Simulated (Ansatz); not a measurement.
# GeH₄+ (doublet): the correlation ladder at distance Ge1–H3 = 4.297 Å, 6-31G

Aim: climb from Hartree-Fock through coupled cluster and multireference methods for GeH₄+ (doublet) at one geometry and basis, and see what each rung misses.

Method: 6-31G, core rule «outside noble gas», up to 14 orbitals frozen; program: Ansatz 0.2.0, Gaussian basis.

To be run: UHF; CCSD(T) on ROHF; CCSD(T) on UHF; BCCD(T) on ROHF; CISD; CCSDT(Q) on ROHF; CCSDT(Q) on UHF; CASSCF and MRCISD+Q, 3 electrons in 3 orbitals; CASSCF and NEVPT2, 3 electrons in 3 orbitals; CASSCF and MRCISD+Q, 7 electrons in 8 orbitals; CASSCF and MRCISD+Q(relaxed), 7 electrons in 8 orbitals; CASSCF and NEVPT2, 7 electrons in 8 orbitals; Full CI.

18 further runs of the same task are left out: 14 that didn't finish, 4 set aside as unsound or not needed.

## (1) The system

The geometry derives from a PBE0/def2-TZVP stationary point (not a proven minimum). One bond is set to the value named and the two fragments are kept rigid. No spin-orbit coupling is included. The filled d shell of Ge may be among the frozen orbitals whatever the setting's name suggests; the logs give the count.

5 atoms, charge 1, spin multiplicity 2.

Atoms are counted from 1 here; the program's logs count them from 0.

Bond lengths: Ge1–H2 1.565 Å, Ge1–H4 1.565 Å, Ge1–H5 1.565 Å. Angles: H2–Ge1–H4 97.5°, H2–Ge1–H5 137.7°, H4–Ge1–H5 97.5°.

Coordinates:

```xyz
5
GeH4
Ge    0.0131    0.0236   -0.0237
H     0.5744    1.0575    1.0089
H    -1.5512   -2.8030    2.8096
H    -0.5462    1.0544   -1.0605
H     0.5809   -1.0114   -1.0516
```

## (2) UHF

Input file in.yaml:

```yaml
crystal:
  periodic: [false, false, false]
  atoms:
    - {symbol: Ge, position_ang: [0.013073, 0.023622, -0.023678]}
    - {symbol: H, position_ang: [0.574376, 1.057547, 1.008913]}
    - {symbol: H, position_ang: [-1.551246, -2.802959, 2.809615]}
    - {symbol: H, position_ang: [-0.546151, 1.054439, -1.060496]}
    - {symbol: H, position_ang: [0.580856, -1.011431, -1.051586]}
basis:
  gaussian: {orbitals: 6-31G}
total_charge: 1
magnetization: {spin_polarized: true, initial_magnetization: 1}
hamiltonian: {xc: hf}
output: {orbitals: {seedname: orbitals}}
```

Launch:

```sh
$ ansatz run in.yaml --threads 1 --pin off --events-out ev --progress --plain --max-ram 2393MiB
```

After this run come: CCSD(T) on ROHF; CCSD(T) on UHF; BCCD(T) on ROHF; CISD; CCSDT(Q) on ROHF; CCSDT(Q) on UHF; CASSCF and MRCISD+Q, 3 electrons in 3 orbitals; CASSCF and NEVPT2, 3 electrons in 3 orbitals; CASSCF and MRCISD+Q, 7 electrons in 8 orbitals; CASSCF and MRCISD+Q(relaxed), 7 electrons in 8 orbitals; CASSCF and NEVPT2, 7 electrons in 8 orbitals; Full CI.

Q: Predict the results of all the runs planned. Wanted: FCI below the RHF energy; RMP2 from FCI; UMP2 from FCI; RCCSD from FCI; RCCSD(T) from FCI; UCCSD(T) from FCI; RCCSDT(Q) from FCI; UCCSDT(Q) from FCI; NEVPT2 pair from FCI.

**Answer**, as computed:

| quantity | value |
| --- | --- |
| FCI below the RHF energy | -2.0411 eV |
| RMP2 from FCI | +639.5 meV |
| UMP2 from FCI | +639.5 meV |
| RCCSD from FCI | +35.8 meV |
| RCCSD(T) from FCI | +11.3 meV |
| UCCSD(T) from FCI | +11.3 meV |
| RCCSDT(Q) from FCI | +0.3 meV |
| UCCSDT(Q) from FCI | +0.3 meV |
| NEVPT2 pair from FCI | +511.1 meV |
| NEVPT2 valence from FCI | +77.9 meV |
| MRCISD+Q valence from FCI | +2.1 meV |
| levels within 1 kcal/mol (43 meV) | RCCSD, UCCSD, RCCSD(T), UCCSD(T), BCCD(T), RCCSDT, UCCSDT, RCCSDT(Q), UCCSDT(Q), MRCISD valence, MRCISD+Q valence, MRCISD+Q(relaxed) valence |
| T1 diagnostic | 0.009 |
| effectively unpaired electrons | 1.04 |

RCCSD(T) misses by +11.3 meV, 0.6 % of the correlation energy. One determinant dominates. Of the multireference levels listed MRCISD+Q(relaxed) valence comes nearest in total energy (-1.8 meV), which doesn't show that its space is the better one. These misses are within one basis, not against nature; the frozen cores of restricted and unrestricted runs differ, which can shift their rows.
